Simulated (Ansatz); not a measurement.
**OsCl4: from the start to rest**

The start is OsCl4, a crystal from a database, its volume scaled a little. Where does it settle when we relax cell and atoms at 5 GPa, and what is it like there?

Program: Ansatz 0.2.0. Level of theory: DFT, r2SCAN, spin-orbit coupling, plane waves, PAW. These are calculated values, not measurements.

## 1. The cell

The structure is orthorhombic, space group Cmmm (No. 65). The conventional cell has a = 7.970 Å, b = 8.369 Å, c = 3.578 Å, α = 90.00°, β = 90.00°, γ = 90.00°. Cl (site symmetry m2m) is surrounded by 2 Os at 2.39 Å. Os (site symmetry mmm) is surrounded by 6 Cl at 2.27 to 2.39 Å. Cl (site symmetry 2mm) is surrounded by 1 Os at 2.27 Å.

Its coordinates follow in the input file.

It starts from an earlier solution of the starting cell (checkpoint.read).

## 2. Relaxing

The input, input.yaml:

```yaml
crystal:
  lattice:
    - [3.984751, 4.184265, 0.0]
    - [3.984751, -4.184265, 0.0]
    - [0.0, 0.0, -3.578185]
  atoms:
    - { symbol: Cl, position: [0.1894, 0.8106, 0.5] }
    - { symbol: Cl, position: [0.8106, 0.1894, 0.5] }
    - { symbol: Os, position: [0.0, 0.0, 0.0] }
    - { symbol: Cl, position: [0.2852, 0.2852, 0.0] }
    - { symbol: Cl, position: [0.7148, 0.7148, 0.0] }
  symmetry: { tolerance: 0.0003 }
kpoints:
  mp_grid: { grid: [3, 3, 5], shift: [0, 0, 0] }
magnetization:
  noncollinear: true
  spin_orbit: true
scf:
  occupations: { method: fermi_dirac, width: 0.0633 }
  lower_state_search: "off"
hamiltonian:
  pseudopotentials: { kind: paw_fr }
  xc: r2scan
basis:
  ecutwfc: 500
  fft_grid_basis: typed
relax:
  max_steps: 80
  cell: { p_target: 5.0 }
  f_tol: 0.03
output:
  forces: true
  stress: true
  eigenvalues: true
  bader: true
  populations: true
  elf: true
  write_potential: true
  volumetric_format: npy
  dos:
    e_range: [-12, 8]
    de: 0.05
    projected: { site_lists: { Cl: [Cl], Os: [Os] } }
    method: { smearing: { sigma: 0.1, scheme: gaussian } }
checkpoint:
  read: saved_state
```

Started as:

```bash
$ ansatz run input.yaml --threads 2 --pin off --max-ram 3584MiB --backend cpu --events-out ev --progress --plain --runs-dir out
```

Before running it: what results should come out? Wanted: moves; largest move; cell; volume; pressure at the end; character; Bader charges.

The runs gave:

| quantity | value |
| --- | --- |
| moves | 5 |
| largest move | 0.13 Å (Cl) |
| space group (0.01 Å), before / after | Cmmm / Cmmm |
| cell | a = 5.380 Å, b = 5.380 Å, c = 3.512 Å, α = 90.00°, β = 90.00°, γ = 88.51° |
| volume | 20.32 Å³/atom (-14.8 %) |
| pressure at the end | 5.00 GPa |
| character | metal |
| density of states, mean within 0.25 eV of the Fermi level | 3.9 per eV per cell |
| Bader charges | Cl -0.38 to -0.34, Os +1.44 e |

**Reading.** The volume shrank by 14.8 %, and the largest move of an atom is 0.13 Å apart from the change of the cell. With 8 symmetry operations imposed, the end may be a saddle point towards distortions that break them. Bands cross the Fermi level: a metal; within 0.25 eV of the Fermi level the density of states averages 3.9 per eV per cell, mostly Os d (57 %) and Cl p (42 %). By Bader's partition Os gives up most (+1.44 e) and Cl takes most (-0.36 e).

Limits of this run: started without moments under time reversal, so no moment could form; the k mesh is coarse for a cell without a gap.
